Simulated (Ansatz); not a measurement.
# WS (Pm-3m) in Ansatz: further runs

The runs below take WS through single point, relaxation of cell and atoms, with HF.

Program: Ansatz 0.2.0. These are calculated values, not measurements. Logs are shortened: lines on timing, memory, paths and dates and some standing lists are left out, and cuts for length are marked.

**1. The crystal as given**

The structure is cubic, space group Pm-3m (No. 221). Conventional cell: a = 3.008 Å, b = 3.008 Å, c = 3.008 Å, α = 90.00°, β = 90.00°, γ = 90.00°. W (site symmetry m-3m) has 8 S at 2.60 Å as nearest neighbours. S (site symmetry m-3m) is surrounded by 8 W at 2.60 Å.

The cell was built by a generator and needn't be a form met in nature.

**2. Single point, HF**

The input, input:

```
crystal:
  lattice:
    - [3.00789, 0.0, 0.0]
    - [0.0, 3.00789, 0.0]
    - [0.0, 0.0, 3.00789]
  atoms:
    - { symbol: W, position: [0.5, 0.5, 0.5] }
    - { symbol: S, position: [0.0, 0.0, 0.0] }
hamiltonian:
  xc: hf
  pseudopotentials: { kind: paw }
kpoints:
  mp_grid: { grid: [5, 5, 5] }
scf:
  occupations: { method: fermi_dirac, width: 0.05 }
output:
  forces: true
  stress: true
  eigenvalues: true
```

Potentials or basis: Ansatz PAW.

The log of the run:

```text
Warning: output.stress: scf.convergence.dr2_threshold = 1e-7 eV (the SCF's general default) is looser than the 2e-10 eV advised for a printed stress (1e-10 eV for each atom of the cell: 2). What an SCF threshold leaves in a stress goes as its square root, and in the free energy as the threshold itself, and one threshold admits the most on a small cell: of the crystals measured, under no hybrid functional and no lock of the moments, on runs that ended without the residual-converged pass, on stresses that held no estimate of that error, the worst erred by over 100 MPa in a component at 1e-7 eV an atom and by under 5 at 1e-10. Set scf.convergence.dr2_threshold to 2e-10 eV or tighter. The threshold is an SCF's pass mark: one that does not reach it within its budget of iterations ends unconverged, or closes short of it on a stop that the run arms, and scf.convergence.dr2_threshold's page says what that costs each kind of run
Warning: output.stress: scf.exx.energy_threshold = 1e-6 eV is looser than the 2e-8 eV advised for a stress under a hybrid functional (1e-8 eV for each atom of the cell: 2). Every SCF of the exchange loop can meet its threshold on dr2 while the loop round them stops early: no threshold on dr2 bounds what that leaves in the stress. Set scf.exx.energy_threshold to 2e-8 eV or tighter. The threshold is the loop's pass mark: a loop that does not reach it within its budget of cycles ends unconverged, and scf.exx.energy_threshold's page has the law
GPUs: using 1 of 1 available (devices: 1).
Engine: ansatz 0.2.0, x86_64-unknown-linux-gnu
Pseudopotentials: kind: paw
Pseudopotential: W, paw, valence charge 14, recommended cutoff 420 eV (normal), W.paw.azcp
Pseudopotential: S, paw, valence charge 6, recommended cutoff 420 eV (normal), S.paw.azcp
Functional definition: HF
  exchange = exact_x
  correlation = 0
device memory: the entry about to start is reckoned to put 0.4 GiB on a device that reports 32.2 GiB free (of which the cap on the GPU budget leaves the run 18.0 GiB)
GPU FFT provider: cuFFT
GPU libraries: cuBLAS 13.8.2, cuFFT 12.4.0, cuSOLVER 12.3.4
Crystal: 2 atoms, lattice volume = 27.214 Å³
Basis set: ecut = 420 eV, 515 PW (Γ)
Bands: 14, of which v1, the nominal top of the filled ones, is band 10 counted from 1 (9 counted from 0)
Symmetry: 48 space group operations
Space group: Pm-3m (ITA 221), of the structure as read, at distance tolerance 3.0e-5 Å
k-points: 10 of 125
Non-local potential: W, projectors of the file, l = 0: 3, l = 1: 2, l = 2: 2, l = 3: 1
Non-local potential: S, projectors of the file, l = 0: 2, l = 1: 2, l = 2: 2
PAW form: soft (Blöchl's): semilocal exchange-correlation on the pseudo side does not see the compensation charge
PAW frozen core: W, regenerated for the run's functional, and the local potential with it (the file was generated under x = pbe(κ = 0.804, μ = 0.2195149727645171), c = pbe(β = 0.06672455060314922))
PAW frozen core: S, regenerated for the run's functional, and the local potential with it (the file was generated under x = pbe(κ = 0.804, μ = 0.2195149727645171), c = pbe(β = 0.06672455060314922))
PAW one-centre angular grid: W, 590 points (default); XC on 64 Gauss nodes
PAW one-centre angular grid: S, 110 points (default); XC on 64 Gauss nodes
Initial density: superposition of atomic densities (neutral atoms: chi_scale 0, normalization atom), corrected by the library's trained network
Initial wavefunctions: pseudopotential atomic-orbital guess
GPU buffer pool allocated for 13824 grid points (all kernels)
GPU transforms: local potential and band sums: pruned to the plane-wave sphere, on 24×24×24
Functional: x = pbe(κ = 0.804, μ = 0.2195149727645171), c = none, warm-up for x = 0 pbe(κ = 0.804, μ = 0.2195149727645171) + 1 exact, c = none
SCF iter   1: F=—  HF=-11145.366836 eV  |F-HF|=—  |Δ(HF+E_count)|=         —  Δρ=2.58e-2  dr2=2.70e-1  ethr=1.77e-3  ⟨swp⟩=5.2  Hψ=555  notcnv=0
preconditioner: auto → none  [insulator: Δε(μ)=0.396 eV  Ē_g=9.612 eV  σ=0.050 eV  W_gap=0.53  n_scr=6 (ndim 8)  ℏωp=24.7 eV  f_vac=0.000  D(μ)=2.97/eV (n_scr^D=32)]
iter 2 solved again at ethr=1.23e-4 eV; its pass at ethr=1.35e-3 eV (dr2=2.46e-2 eV) is discarded
SCF iter   2: F=—  HF=-11145.292633 eV  |F-HF|=—  |Δ(HF+E_count)|=   7.42e-2  Δρ=7.76e-3  dr2=2.46e-2  ethr=1.23e-4  ⟨swp⟩=2.2  Hψ=593  notcnv=0
SCF iter   3: F=—  HF=-11145.287314 eV  |F-HF|=—  |Δ(HF+E_count)|=   5.32e-3  Δρ=1.18e-3  dr2=1.74e-4  ethr=1.23e-4  ⟨swp⟩=3.1  Hψ=352  notcnv=0
SCF iter   4: F=—  HF=-11145.287551 eV  |F-HF|=—  |Δ(HF+E_count)|=   2.37e-4  Δρ=2.30e-4  dr2=1.08e-5  ethr=8.68e-7  ⟨swp⟩=3.1  Hψ=334  notcnv=0
SCF iter   5: F=—  HF=-11145.287553 eV  |F-HF|=—  |Δ(HF+E_count)|=   1.90e-6  Δρ=1.90e-5  dr2=8.24e-8  ethr=5.38e-8  ⟨swp⟩=2.0  Hψ=528  notcnv=0
SCF iter   6: F=—  HF=-11145.287553 eV  |F-HF|=—  |Δ(HF+E_count)|=   1.61e-9  Δρ=6.25e-6  dr2=6.43e-9  ethr=4.12e-10  ⟨swp⟩=3.0  Hψ=303  notcnv=0
SCF iter   7: F=-11145.287553 eV  HF=-11145.287553 eV  |F-HF|=5.46e-12  |Δ(HF+E_count)|=   2.83e-9  Δρ=5.45e-7  dr2=5.73e-11  ethr=3.22e-11  ⟨swp⟩=3.0  Hψ=300  notcnv=0
SCF 1 converged in 7 iterations: F = -11145.287553 eV  dr2 = 5.73e-11
[... 64 lines left out ...]
GPU libraries: cuBLAS 13.8.2, cuFFT 12.4.0, cuSOLVER 12.3.4
GPU buffer pool allocated for 13824 grid points (all kernels)
GPU transforms: local potential and band sums: pruned to the plane-wave sphere, on 24×24×24
Exchange kernel: α = 1.0000, full range, Wigner–Seitz truncation, v(0) = 7751.8754 eV·Å³, q-mesh 5×5×5, nearest image of the exchange supercell L = 15.04 Å, pair-density grid 15×15×15, without the augmentation charges, whose exchange is taken in its separable form by FFT convolution over the k-point mesh (sized by the pseudopotential files, 24×24×24 at the most), smooth part of the exact exchange by density-matrix convolution in up to 1.08 GiB of GPU memory as planned if the GPU has room (build and FFT work areas not counted)
Frozen-core exchange: fock
SCF iter   1: F=—  HF=-11141.247071 eV  |F-HF|=—  |Δ(HF+E_count)|=         —  Δρ=3.35e-4  dr2=1.03e-4  ethr=1.60e-5  ⟨swp⟩=3.0  Hψ=299  notcnv=0
preconditioner: auto → none  [insulator: Δε(μ)=0.503 eV  Ē_g=15.359 eV  σ=0.050 eV  W_gap=0.87  n_scr=6 (ndim 8)  ℏωp=22.7 eV  f_vac=0.000  D(μ)=0.56/eV (n_scr^D=0)]
SCF iter   2: F=—  HF=-11141.247058 eV  |F-HF|=—  |Δ(HF+E_count)|=   1.28e-5  Δρ=2.02e-5  dr2=6.65e-5  ethr=1.14e-7  ⟨swp⟩=3.0  Hψ=281  notcnv=0
SCF iter   3: F=—  HF=-11141.247371 eV  |F-HF|=—  |Δ(HF+E_count)|=   3.14e-4  Δρ=1.79e-4  dr2=2.51e-5  ethr=2.31e-10  ⟨swp⟩=5.3  Hψ=597  notcnv=0
SCF iter   4: F=—  HF=-11141.247368 eV  |F-HF|=—  |Δ(HF+E_count)|=   3.70e-6  Δρ=1.26e-5  dr2=1.51e-5  ethr=2.31e-10  ⟨swp⟩=4.2  Hψ=466  notcnv=0
SCF iter   5: F=—  HF=-11141.247411 eV  |F-HF|=—  |Δ(HF+E_count)|=   4.35e-5  Δρ=1.06e-4  dr2=8.38e-6  ethr=6.29e-11  ⟨swp⟩=5.3  Hψ=608  notcnv=0
SCF iter   6: F=—  HF=-11141.247410 eV  |F-HF|=—  |Δ(HF+E_count)|=   1.22e-6  Δρ=2.00e-6  dr2=4.99e-6  ethr=6.29e-11  ⟨swp⟩=4.2  Hψ=471  notcnv=0
Mixer restart at iter 6: flushing history
SCF iter   7: F=—  HF=-11141.247424 eV  |F-HF|=—  |Δ(HF+E_count)|=   1.41e-5  Δρ=6.30e-5  dr2=2.95e-6  ethr=2.42e-12  ⟨swp⟩=5.9  Hψ=671  notcnv=0
SCF iter   8: F=—  HF=-11141.247429 eV  |F-HF|=—  |Δ(HF+E_count)|=   4.60e-6  Δρ=3.44e-5  dr2=8.70e-7  ethr=2.42e-12  ⟨swp⟩=5.5  Hψ=606  notcnv=0
SCF iter   9: F=-11141.247431 eV  HF=-11141.247431 eV  |F-HF|=1.04e-7  |Δ(HF+E_count)|=   2.12e-6  Δρ=1.88e-5  dr2=2.84e-7  ethr=2.42e-12  ⟨swp⟩=5.6  Hψ=602  notcnv=0
SCF 6 stopped early in 9 iterations: F = -11141.247431 eV  dr2 = 2.84e-7
hybrid outer 5: dexx = +3.298e-4 eV, tail = 2.27e-5 eV, Δε = 2.95e-2 eV (about 1.16e-2 eV left of the loop's levels)
GPU FFT provider: cuFFT
GPU libraries: cuBLAS 13.8.2, cuFFT 12.4.0, cuSOLVER 12.3.4
GPU buffer pool allocated for 13824 grid points (all kernels)
GPU transforms: local potential and band sums: pruned to the plane-wave sphere, on 24×24×24
Exchange kernel: α = 1.0000, full range, Wigner–Seitz truncation, v(0) = 7751.8754 eV·Å³, q-mesh 5×5×5, nearest image of the exchange supercell L = 15.04 Å, pair-density grid 15×15×15, without the augmentation charges, whose exchange is taken in its separable form by FFT convolution over the k-point mesh (sized by the pseudopotential files, 24×24×24 at the most), smooth part of the exact exchange by density-matrix convolution in up to 1.08 GiB of GPU memory as planned if the GPU has room (build and FFT work areas not counted)
Frozen-core exchange: fock
SCF iter   1: F=—  HF=-11141.247415 eV  |F-HF|=—  |Δ(HF+E_count)|=         —  Δρ=2.59e-5  dr2=1.79e-7  ethr=7.38e-8  ⟨swp⟩=3.3  Hψ=306  notcnv=0
preconditioner: auto → none  [insulator: Δε(μ)=0.480 eV  Ē_g=15.361 eV  σ=0.050 eV  W_gap=0.87  n_scr=6 (ndim 8)  ℏωp=22.7 eV  f_vac=0.000  D(μ)=0.56/eV (n_scr^D=0)]
SCF iter   2: F=—  HF=-11141.247415 eV  |F-HF|=—  |Δ(HF+E_count)|=   1.65e-7  Δρ=1.87e-5  dr2=6.55e-8  ethr=4.00e-10  ⟨swp⟩=3.5  Hψ=337  notcnv=0
SCF iter   3: F=—  HF=-11141.247415 eV  |F-HF|=—  |Δ(HF+E_count)|=   1.81e-8  Δρ=5.79e-6  dr2=2.53e-8  ethr=2.36e-10  ⟨swp⟩=3.7  Hψ=355  notcnv=0
SCF iter   4: F=-11141.247415 eV  HF=-11141.247415 eV  |F-HF|=3.16e-9  |Δ(HF+E_count)|=   1.82e-9  Δρ=2.73e-6  dr2=3.93e-9  ethr=7.72e-11  ⟨swp⟩=2.9  Hψ=266  notcnv=0
SCF 7 converged in 4 iterations: F = -11141.247415 eV  dr2 = 3.93e-9
  Residual-converged pass: ⟨swp⟩=2.5  Hψ=248  notcnv=0  max |occ|·‖R‖ = 2.2e-6 eV (tolerance 2.4e-6 eV)  dr2=3.92e-9  dr2_onsite=9.37e-11  max |Δocc| = 9.3e-14
hybrid outer 6: dexx = +5.201e-7 eV, tail = 1.68e-8 eV, Δε = 1.05e-3 eV (about 1.53e-4 eV left of the loop's levels)
hybrid SCF converged: 6 outer / 31 inner (+7 warm-up), last move |dexx| = 5.20e-7 eV, tail = 1.68e-8 eV
Stability not checked: this state was not tested for a lower state beside it, because the functional holds exact exchange (a hybrid, or Hartree-Fock), whose exchange loop this test does not read (fock_operator; see scf.lower_state_search)
Free energy (F): -11141.247415 eV
Frozen-core exchange: fock
Harris-Foulkes:  -11141.247415 eV  (|F-HF|=3.16e-9)
Internal energy: -11141.242545 eV  (E = F + TS)
E sigma→0 (E₀):  -11141.244980 eV
Entropy (-TS):   -0.004870 eV (-2.435 meV/atom)
Fermi energy:    22.432722 eV
--- Per-component energies (eV) ---
  E_band       = -193.152260
  E_kinetic    = 557.255810
  E_local      = -691.366663  (includes V_loc(G=0)·N_el)
  E_nonlocal   = 30.488841
  E_hartree    = 251.308228
  E_xc         = 0.000000
  E_vxc        = 0.000000  (∫ρ·V_xc dr)
  E_exx        = -239.949483  (= α·E_x^exact, valence–valence)
  E_paw        = -9139.674086  (= ΣΔE_a)
  E_vpaw       = -112.248952  (= ΣTr[D̂ρ^β])
  E_aug_tail   = -0.000054  (compensation charges beyond the density's cutoff)
  E_ewald      = -1898.108939
  E_core_change = -11.196199  (= ΣΔE_core)
  E_smearing   = -0.004870  (= −TS)
  E_closure    = 0.000000  (closes the sum)
  Σ components = -11141.247415   (vs F -11141.247415, Δ=0.00e0)
--- Forces (eV/Å), atoms counted from 1 ---
  atom   1  W      0.00000000    -0.00000000     0.00000000
  atom   2  S     -0.00000000     0.00000000    -0.00000000
  max |Σ_I F_I| component: 1.15e-29 eV/Å
--- Stress (GPa, compression-positive) ---
       -1.897008       0.000000      -0.000000
       -0.000000      -1.897008      -0.000000
        0.000000       0.000000      -1.897008
  P = ⅓ Tr σ = -1.8970 GPa (-18.970 kbar)
--- Band table (eV; the first three rows and the last of 10) ---
  k-point 0: bands = ["-70.5702", "-29.0896", "-29.0896", "-29.0896", "-5.8935", "12.2041", "12.2041", "14.7718", "14.7718", "14.7718", "25.7809", "25.7809", "25.7809", "28.3671"]
  k-point 1: bands = ["-70.5587", "-29.3489", "-29.0640", "-29.0640", "-5.0218", "9.2616", "12.6942", "13.7575", "13.7575", "17.2486", "25.9389", "27.0083", "27.0083", "30.6037"]
  k-point 2: bands = ["-70.5388", "-29.7651", "-29.0181", "-29.0181", "-3.0621", "4.9656", "12.4780", "12.4780", "13.6252", "25.3771", "26.8785", "30.0081", "30.0081", "30.2693"]
  k-point 9: bands = ["-70.4696", "-29.6134", "-29.6126", "-29.6126", "-0.5970", "7.0515", "7.0515", "8.7223", "20.1746", "22.5299", "22.5299", "29.8760", "29.8760", "32.5069"]
```

It took 40 s on 1 × NVIDIA H100 80GB HBM3 with 2 threads of AMD EPYC 7R13 (Zen 3), shared host; peak memory 1.7 GiB.

Results:

```yaml
Free_energy: -11141.2474 eV
Pressure: -1.9 GPa
Band_gap_on_the_k_mesh: none (metal or under the smearing width)
```

Caveat: the k mesh is coarse (spacing up to 0.42 Å⁻¹), so the values aren't converged, least of all with exact exchange; the PAW data sets come from PBE, with cores solved anew for the run's functional, which leaves a small shift of forces and pressure; the thresholds are loose for stress. Spin-orbit coupling is left out, which matters for the levels of W.

**3. Relaxation of cell and atoms, HF**

Edit input of step 2 so:

```diff
@@ -19 +19,9 @@
   eigenvalues: true
+  write_density: true
+  write_potential: true
+  elf: true
+  volumetric_format: npy
+relax:
+  f_tol: 0.01
+  max_steps: 40
+  cell: { stress_tol: 0.05 }
```

Potentials or basis: Ansatz PAW.

The log of the run:

```text
GPUs: using 1 of 1 available (devices: 1).
[... 7 set-up lines as earlier in the session ...]
device memory: the entry about to start is reckoned to put 0.4 GiB on a device that reports 30.3 GiB free (of which the cap on the GPU budget leaves the run 18.0 GiB)
GPU FFT provider: cuFFT
GPU libraries: cuBLAS 13.8.2, cuFFT 12.4.0, cuSOLVER 12.3.4
Crystal: 2 atoms, lattice volume = 27.214 Å³
Basis set: ecut = 420 eV, 515 PW (Γ)
Bands: 14, of which v1, the nominal top of the filled ones, is band 10 counted from 1 (9 counted from 0)
[... 2 set-up lines as earlier in the session ...]
k-points: 10 of 125
[... 9 set-up lines as earlier in the session ...]
GPU buffer pool allocated for 13824 grid points (all kernels)
GPU transforms: local potential and band sums: pruned to the plane-wave sphere, on 24×24×24
[... 1 set-up line as earlier in the session ...]
SCF iter   1: F=—  HF=-11145.366836 eV  |F-HF|=—  |Δ(HF+E_count)|=         —  Δρ=2.58e-2  dr2=2.70e-1  ethr=1.77e-3  ⟨swp⟩=5.2  Hψ=555  notcnv=0
[... 307 lines left out ...]
basis re-selected at this cell: Δ(F+E_penalty+E_count) = +3.798e-4 eV, ΔP = -0.007 GPa vs the last step (what re-selecting the basis moved, of the pressure what is left beyond the Pulay correction that the steps carried, after the strain that the cell walked since its last selection, with what the two solves' SCF thresholds leave and, on support functions, any second-order correction that the steps lacked; it is no measure of the basis error at this ecutwfc). This SCF's stress stands 2.59e-2 GPa from its target on what of the cell is left free (relax.cell.stress_tol is 5.00e-2 GPa) and its largest allowed force component is 4.31e-24 eV/Å (relax.f_tol is 1.00e-2 eV/Å): within both
hybrid SCF converged: 2 outer / 10 inner (+0 warm-up), last move |dexx| = 5.04e-11 eV, tail = 3.19e-11 eV
Stability not checked: this state was not tested for a lower state beside it, because the functional holds exact exchange (a hybrid, or Hartree-Fock), whose exchange loop this test does not read (fock_operator; see scf.lower_state_search)
Free energy (F): -11141.248358 eV
Frozen-core exchange: fock
Harris-Foulkes:  -11141.248358 eV  (|F-HF|=0.00e0)
Internal energy: -11141.243501 eV  (E = F + TS)
E sigma→0 (E₀):  -11141.245930 eV
Entropy (-TS):   -0.004856 eV (-2.428 meV/atom)
Fermi energy:    22.596181 eV
--- Per-component energies (eV) ---
  E_band       = -190.385165
  E_kinetic    = 557.842187
  E_local      = -686.243792  (includes V_loc(G=0)·N_el)
  E_nonlocal   = 30.511610
  E_hartree    = 250.052756
  E_xc         = 0.000000
  E_vxc        = 0.000000  (∫ρ·V_xc dr)
  E_exx        = -240.157405  (= α·E_x^exact, valence–valence)
  E_paw        = -9139.711580  (= ΣΔE_a)
  E_vpaw       = -112.285832  (= ΣTr[D̂ρ^β])
  E_aug_tail   = -0.000045  (compensation charges beyond the density's cutoff)
  E_ewald      = -1902.341033
  E_core_change = -11.196199  (= ΣΔE_core)
  E_smearing   = -0.004856  (= −TS)
  E_closure    = -0.000000  (closes the sum)
  Σ components = -11141.248358   (vs F -11141.248358, Δ=0.00e0)
--- Forces (eV/Å), atoms counted from 1 ---
  atom   1  W      0.00000000    -0.00000000     0.00000000
  atom   2  S      0.00000000     0.00000000    -0.00000000
  max |Σ_I F_I| component: 9.03e-24 eV/Å
--- Stress (GPa, compression-positive) ---
       -0.025892      -0.000000       0.000000
       -0.000000      -0.025892      -0.000000
        0.000000      -0.000000      -0.025892
  P = ⅓ Tr σ = -0.0259 GPa (-0.259 kbar)
--- Band table (eV; the first three rows and the last of 10) ---
  k-point 0: bands = ["-70.3995", "-28.9207", "-28.9207", "-28.9207", "-5.8121", "12.3072", "12.3072", "14.9228", "14.9228", "14.9228", "25.9465", "25.9465", "25.9465", "28.6285"]
  k-point 1: bands = ["-70.3877", "-29.1858", "-28.8943", "-28.8943", "-4.9311", "9.3737", "12.8026", "13.8939", "13.8939", "17.3977", "26.1090", "27.1867", "27.1867", "30.8617"]
  k-point 2: bands = ["-70.3673", "-29.6107", "-28.8473", "-28.8473", "-2.9476", "5.0561", "12.5984", "12.5984", "13.7450", "25.5675", "27.0583", "30.2129", "30.2129", "30.3988"]
  k-point 9: bands = ["-70.2963", "-29.4537", "-29.4525", "-29.4525", "-0.4694", "7.1337", "7.1337", "8.8330", "20.3239", "22.6934", "22.6934", "30.0934", "30.0934", "32.7420"]
--- Relaxed structure (3 steps of the walk, 3 accepted, 1 SCFs on fresh bases) ---
  F+E_penalty+E_count = -11141.24835777 eV   max|allowed force component| = 4.308e-24 eV/Å   (the final SCF, on the basis selected at the relaxed cell)
  cell:  # Å, volume = 27.0324 Å³
    - [3.00119841669006, 5.617295671129437e-35, -4.81482486096809e-35]
    - [5.617295671129437e-35, 3.00119841669006, 1.2839532962581572e-34]
    - [2.407412430484045e-34, 1.2839532962581572e-34, 3.00119841669006]
  atoms:
    - { symbol: W, position: [0.49999999999999994, 0.49999999999999994, 0.49999999999999994] }
    - { symbol: S, position: [-3.201463391925601e-35, 5.002286549883449e-36, 6.669715399836914e-37] }
```

rho_z.tsv:

```text
# z_ang	rho[e/angstrom^3]
# format = ansatz-planar-average/11
# lattice	3.001198417	0.000000000	-0.000000000
# lattice	0.000000000	3.001198417	0.000000000
# lattice	0.000000000	0.000000000	3.001198417
# sites	2
# site	74	1.500599208	1.500599208	1.500599208
# site	16	-0.000000000	0.000000000	0.000000000
0.000000	4.920450e-1
0.125050	4.981459e-1
0.250100	5.117733e-1
0.375150	5.232700e-1
0.500200	5.290780e-1
0.625250	5.432245e-1
[... 16 lines left out ...]
2.751099	5.117733e-1
2.876148	4.981459e-1
```

v_z.tsv:

```text
# z_ang	v_es[eV]	v_tot[eV]
# format = ansatz-planar-average/11
# xc	hf
# density_cutoff_ev	1680
# datasets	W=:simpson_from_first_knot:soft:fock:shift=244596	S=:simpson_from_first_knot:soft:fock:shift=-209820
# lattice	3.001198417	0.000000000	-0.000000000
# lattice	0.000000000	3.001198417	0.000000000
# lattice	0.000000000	0.000000000	3.001198417
# sites	2
# site	74	1.500599208	1.500599208	1.500599208
# site	16	-0.000000000	0.000000000	0.000000000
0.000000	1.040143e1	1.040143e1
0.125050	1.041511e1	1.041511e1
0.250100	1.049211e1	1.049211e1
0.375150	1.073381e1	1.073381e1
0.500200	1.113889e1	1.113889e1
0.625250	1.131862e1	1.131862e1
[... 16 lines left out ...]
2.751099	1.049211e1	1.049211e1
2.876148	1.041511e1	1.041511e1
```

Wall time 66 s (1 × NVIDIA H100 80GB HBM3 with 2 threads of AMD EPYC 7R13 (Zen 3), shared host); peak memory 1.7 GiB.

Results:

```
Free energy                            : -11141.2484 eV
Relaxed volume                         : 13.52 Å³/atom
Relaxed cell                           : a = 3.001 Å, b = 3.001 Å, c = 3.001 Å, α = 90.00°, β = 90.00°, γ = 90.00°
Space group after relaxing (to 0.05 Å) : Pm-3m (No. 221)
Energy gained by relaxing              : 0.5 meV/atom
Ionic steps                            : 4
Pressure after relaxing                : 0.0 GPa
Band gap on the k mesh                 : none (metal or under the smearing width)
```

Step by step:
```tsv
step	energy change (eV)	largest force (eV/Å)	volume (Å³)
1	0.0000	0.0000	27.21
2	-0.0008	0.0000	26.89
3	-0.0013	0.0000	27.03
4	-0.0009	0.0000	27.03
```

Final structure:
```xyz
2
Lattice="3.0012 0.0000 0.0000 0.0000 3.0012 0.0000 0.0000 0.0000 3.0012" Properties=species:S:1:pos:R:3 pbc="T T T"
W     1.5006    1.5006    1.5006
S     0.0000    0.0000    0.0000
```

Caveat: the k mesh is coarse (spacing up to 0.42 Å⁻¹), so the values aren't converged, least of all with exact exchange; the plane-wave basis is chosen anew once the cell has moved, so the energies of steps on either side of that aren't comparable; the PAW data sets come from PBE, with cores solved anew for the run's functional, which leaves a small shift of forces and pressure.
